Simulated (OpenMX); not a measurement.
Input of an OpenMX 3.8.5 run:

The input MgB.dat:

```
System.CurrrentDirectory             ./
System.Name                          MgB
DATA.PATH                            ./DFT_DATA13
level.of.stdout                      1
level.of.fileout                     1
Species.Number                       2
<Definition.of.Atomic.Species
  Mg  Mg7.0-s3p2d1           Mg_PBE13
  B   B7.0-s2p2d1            B_PBE13
Definition.of.Atomic.Species>

Atoms.Number                         2
Atoms.SpeciesAndCoordinates.Unit     FRAC
<Atoms.SpeciesAndCoordinates
    1  Mg    0.0000000000    0.0000000000    0.0000000000   4.000  4.000
    2  B     0.5000000000    0.5000000000    0.5000000000   1.500  1.500
Atoms.SpeciesAndCoordinates>

Atoms.UnitVectors.Unit               Ang
<Atoms.UnitVectors
     2.8951500000    0.0000000000    0.0000000000
     0.0000000000    2.8951500000    0.0000000000
     0.0000000000    0.0000000000    2.8951500000
Atoms.UnitVectors>

scf.XcType                           GGA-PBE
scf.SpinPolarization                 off
scf.ElectronicTemperature            580.226
scf.energycutoff                     500.0
scf.maxIter                          100
scf.EigenvalueSolver                 band
scf.Kgrid                            7 7 7
scf.Mixing.Type                      rmm-diisk
scf.Init.Mixing.Weight               0.05
scf.Min.Mixing.Weight                0.001
scf.Max.Mixing.Weight                0.3
scf.Mixing.History                   25
scf.Mixing.StartPulay                8
scf.criterion                        1.0e-8
scf.stress.tensor                    on
MD.Type                              nomd
```

Potentials or basis: OpenMX 2013 PBE set, Mg7.0-s3p2d1, B7.0-s2p2d1, grid cutoff 500 Ry.

Command:

```sh
$ openmx MgB.dat -nt 1 > MgB.std
```

Task: Predict the pressure.

Result: 1.1 GPa.

Task: Estimate the band gap on the k mesh.

Result: None (metal or under the smearing width).

Caveat: the basis of atomic orbitals isn't converged, which shifts pressures, moduli and gaps.
